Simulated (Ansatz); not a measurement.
# C2H4ClNSi: vertical spin-state energies

Which spin state of C2H4ClNSi lies lowest at this geometry? Wanted for C2H4ClNSi: vertical spin-state energies. SMILES: N=C=C([SiH3])Cl.

All numbers are computed with the Python package of Ansatz 0.2.0. Level of theory: PBE0+D3(BJ)/6-31G.

## Step 1: The structure

Bond lengths: N1–C2 1.114 Å, C2–C3 1.282 Å, C3–Si4 1.816 Å, C3–Cl5 1.747 Å, N1–H6 1.077 Å, Si4–H7 1.464 Å, Si4–H8 1.517 Å, Si4–H9 1.507 Å. Angles: N1–C2–C3 179.5°, C2–N1–H6 114.0°, C2–C3–Si4 119.9°, C2–C3–Cl5 115.8°, Si4–C3–Cl5 124.0°, C3–Si4–H7 113.2°, C3–Si4–H8 107.4°, C3–Si4–H9 113.7°, H7–Si4–H8 106.1°, H7–Si4–H9 110.0°, H8–Si4–H9 105.8°.

The script holds or builds the structure itself.

## Step 2: Script

c2h4clnsi_spin.py

```python
# -*- coding: utf-8 -*-
"""Vertical spin-state energies of C2H4ClNSi."""

import ansatz as az

system = (
    az.Crystal.molecule()
    .atom("N", [-1.003, 2.071, 0.0257])
    .atom("C", [-0.4298, 1.1558, -0.2467])
    .atom("C", [0.2346, 0.1031, -0.5512])
    .atom("Si", [0.314, -1.2867, 0.6143])
    .atom("Cl", [1.1402, 0.1801, -2.043])
    .atom("H", [-0.9576, 2.8533, -0.7133])
    .atom("H", [1.1157, -2.4083, 0.1209])
    .atom("H", [-1.0962, -1.8201, 0.7807])
    .atom("H", [0.7705, -0.8946, 1.9955])
)

model = (
    system.calculation()
    .basis(gaussian="6-31G")
    .functional("pbe0", dispersion="d3bj")
    .scf(lower_state_search="off")
)
found = {}
for unpaired in [0, 2, 4]:
    data = model.spin("collinear", total=unpaired).run(threads=1, backend="cpu").report
    s = unpaired / 2
    found[unpaired] = data["free_energy_ev"]
    print(f"2S+1 = {unpaired + 1}: E = {found[unpaired]:.5f} eV, <S^2> = {abs(data['mean_field']['state']['spin_squared']):.3f} (pure state {s * (s + 1):.2f})")
lowest = min(found, key=found.get)
for unpaired, e in found.items():
    print(f"multiplicity {unpaired + 1}: {96.485332 * (e - found[lowest]):.1f} kJ/mol above the lowest")
```

## Step 3: What the engine is handed

The package turns the script's settings into the engine's input (first run):

```yaml
crystal:
  periodic: [false, false, false]
  atoms:
    - { symbol: "N", position_ang: [-1.003, 2.071, 0.0257] }
    - { symbol: C, position_ang: [-0.4298, 1.1558, -0.2467] }
    - { symbol: C, position_ang: [0.2346, 0.1031, -0.5512] }
    - { symbol: Si, position_ang: [0.314, -1.2867, 0.6143] }
    - { symbol: Cl, position_ang: [1.1402, 0.1801, -2.043] }
    - { symbol: H, position_ang: [-0.9576, 2.8533, -0.7133] }
    - { symbol: H, position_ang: [1.1157, -2.4083, 0.1209] }
    - { symbol: H, position_ang: [-1.0962, -1.8201, 0.7807] }
    - { symbol: H, position_ang: [0.7705, -0.8946, 1.9955] }
basis:
  gaussian:
    orbitals: "6-31G"
hamiltonian:
  xc: pbe0
  dispersion: d3bj
magnetization:
  spin_polarized: true
  initial_magnetization: 0.0
scf:
  lower_state_search: "off"
```

## Step 4: Running it

The run is started by

```console
python c2h4clnsi_spin.py
```

**Question.** Which spin state is lowest at this geometry, and how far above lie the others?

As calculated:

| quantity | value |
| --- | --- |
| runs compared | 3 |
| lowest | run 1 (2S+1 = 1) |
| next above it by | 1.312 eV |

In words: In order: multiplicity 1 (+0.00 eV), multiplicity 3 (+1.31 eV) and multiplicity 5 (+8.98 eV), all at the one geometry. The geometry is a force-field or estimated start, not a minimum of this method, and the basis set is short of its limit. All parts are taken at fixed geometry, without zero-point energy.
